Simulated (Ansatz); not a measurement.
**Ge17H24 off sphere (Ge17H24): the relaxed shape and its frontier levels**

Aim: characterise Ge17H24 off sphere (Ge17H24) as a singlet: its structure, frontier levels and distribution of charge.

Method: RKS PBE0-D4/def2-TZVP; program: Ansatz 0.2.0, Gaussian basis.

Plan: relaxation at r2SCAN-D4/def2-SVP; a single point at PBE0-D4/def2-TZVP.

1 further run of the same task is left out (set aside as unsound or not needed).

**1. Where the work starts**

41 atoms, charge 0, spin multiplicity 1.

Atoms are counted from 1 here; the program's logs count them from 0.

Bond lengths: Ge1–Ge9 2.403 Å, Ge1–Ge12 2.398 Å, Ge1–H18 1.515 Å, Ge1–H19 1.517 Å, Ge2–Ge11 2.431 Å, Ge2–Ge13 2.422 Å, Ge2–H20 1.520 Å, Ge2–H21 1.522 Å, Ge3–Ge10 2.428 Å, Ge3–Ge14 2.417 Å, Ge3–Ge15 2.419 Å, Ge3–H22 1.535 Å, Ge4–Ge11 2.455 Å, Ge4–Ge14 2.425 Å, Ge4–Ge16 2.454 Å, Ge4–H23 1.536 Å, Ge5–Ge9 2.443 Å, Ge5–Ge10 2.453 Å and more. Angles: Ge9–Ge1–Ge12 113.9°, Ge9–Ge1–H18 110.7°, Ge9–Ge1–H19 108.4°, Ge12–Ge1–H18 111.8°, Ge12–Ge1–H19 109.1°, H18–Ge1–H19 102.3°, Ge11–Ge2–Ge13 111.4°, Ge11–Ge2–H20 108.4°, Ge11–Ge2–H21 111.9°, Ge13–Ge2–H20 109.7°, Ge13–Ge2–H21 112.9°, H20–Ge2–H21 102.1°, Ge10–Ge3–Ge14 108.7°, Ge10–Ge3–Ge15 108.3°, Ge10–Ge3–H22 109.6°, Ge14–Ge3–Ge15 108.9°, Ge14–Ge3–H22 111.0°, Ge15–Ge3–H22 110.3° and more.

The start is a GFN2-xTB geometry.

**2. Optimising with r2SCAN-D4/def2-SVP**

File in.yaml:

```yaml
crystal:
  periodic: [false, false, false]
  atoms:
    - {symbol: Ge, position_ang: [-1.953690, -2.891720, 3.168130]}
    - {symbol: Ge, position_ang: [1.336070, -2.945890, -0.108280]}
    - {symbol: Ge, position_ang: [-1.701650, 2.691300, -2.835140]}
    - {symbol: Ge, position_ang: [1.116460, -0.102020, -2.827240]}
    - {symbol: Ge, position_ang: [-1.768220, -0.240290, 0.013720]}
    - {symbol: Ge, position_ang: [1.122000, -0.309340, 2.849280]}
    - {symbol: Ge, position_ang: [1.121890, 2.636850, -0.033510]}
    - {symbol: Ge, position_ang: [3.996780, -0.154830, 0.059360]}
    - {symbol: Ge, position_ang: [-3.126070, -1.643290, 1.482570]}
    - {symbol: Ge, position_ang: [-3.067870, 1.252320, -1.435330]}
    - {symbol: Ge, position_ang: [-0.215200, -1.576280, -1.384610]}
    - {symbol: Ge, position_ang: [-0.275590, -1.627500, 4.323320]}
    - {symbol: Ge, position_ang: [2.633940, -1.604880, 1.434950]}
    - {symbol: Ge, position_ang: [-0.283020, 1.306830, -4.218860]}
    - {symbol: Ge, position_ang: [-0.307230, 4.049490, -1.398320]}
    - {symbol: Ge, position_ang: [2.594770, 1.211130, -1.374220]}
    - {symbol: Ge, position_ang: [-0.217130, 1.132720, 1.380750]}
    - {symbol: H, position_ang: [-2.929730, -3.539740, 4.129430]}
    - {symbol: H, position_ang: [-1.302750, -4.092970, 2.509660]}
    - {symbol: H, position_ang: [2.265770, -3.652590, -1.081470]}
    - {symbol: H, position_ang: [0.635600, -4.115120, 0.568000]}
    - {symbol: H, position_ang: [-2.606830, 3.582680, -3.696020]}
    - {symbol: H, position_ang: [1.988470, -0.984550, -3.732940]}
    - {symbol: H, position_ang: [1.994820, 0.605680, 3.724080]}
    - {symbol: H, position_ang: [1.967150, 3.514750, 0.902850]}
    - {symbol: H, position_ang: [4.983740, -0.957820, -0.772600]}
    - {symbol: H, position_ang: [4.917510, 0.727110, 0.882530]}
    - {symbol: H, position_ang: [-4.032140, -2.541850, 0.656980]}
    - {symbol: H, position_ang: [-4.136630, -0.732290, 2.162860]}
    - {symbol: H, position_ang: [-4.045120, 0.434580, -2.269040]}
    - {symbol: H, position_ang: [-4.017550, 2.078090, -0.577590]}
    - {symbol: H, position_ang: [-1.034120, -2.502730, -2.295510]}
    - {symbol: H, position_ang: [0.551320, -2.517980, 5.234010]}
    - {symbol: H, position_ang: [-0.958530, -0.698530, 5.311430]}
    - {symbol: H, position_ang: [3.524180, -2.523390, 2.280270]}
    - {symbol: H, position_ang: [-1.107840, 0.457450, -5.171020]}
    - {symbol: H, position_ang: [0.549180, 2.148780, -5.171770]}
    - {symbol: H, position_ang: [0.540350, 5.018850, -2.207730]}
    - {symbol: H, position_ang: [-1.132340, 4.983590, -0.529990]}
    - {symbol: H, position_ang: [3.470800, 2.116800, -2.250580]}
    - {symbol: H, position_ang: [-1.091560, 2.006580, 2.297590]}
basis:
  gaussian: {orbitals: def2-SVP, fitting: {mean_field: def2-universal-jkfit}}
hamiltonian: {xc: r2scan, dispersion: d4}
scf: {lower_state_search: "off"}
output: {orbitals: {seedname: orbitals}}
relax: {f_tol: 0.03, max_steps: 70}
```

Launch:

```console
> ansatz run in.yaml --threads 11 --pin off --events-out ev --progress --plain --max-ram 110592MiB --backend cuda --devices 0, --max-vram 75GiB
```

After this run come: Single point, PBE0-D4/def2-TZVP.

Q: Predict the results of all the runs planned. Wanted: point group; commonest bond, hydrogen aside; HOMO, LUMO at PBE0-D4/def2-TZVP; dipole at r2SCAN-D4/def2-SVP.

The runs gave:

| quantity | value |
| --- | --- |
| point group | C1 |
| commonest bond, hydrogen aside | Ge–Ge, 22 of mean length 2.433 Å |
| HOMO, LUMO at PBE0-D4/def2-TZVP | -6.86, -1.12 eV |
| dipole at r2SCAN-D4/def2-SVP | 0.07 D |

**Reading.** The molecule keeps its bonding pattern by the stored test; the atoms moved 0.09 Å (rms). No usable vibrations, so a minimum isn't proven. Whether this spin is the lowest isn't tested here. The point group is read from a loosely relaxed geometry; soft torsions can leave it below the true symmetry.
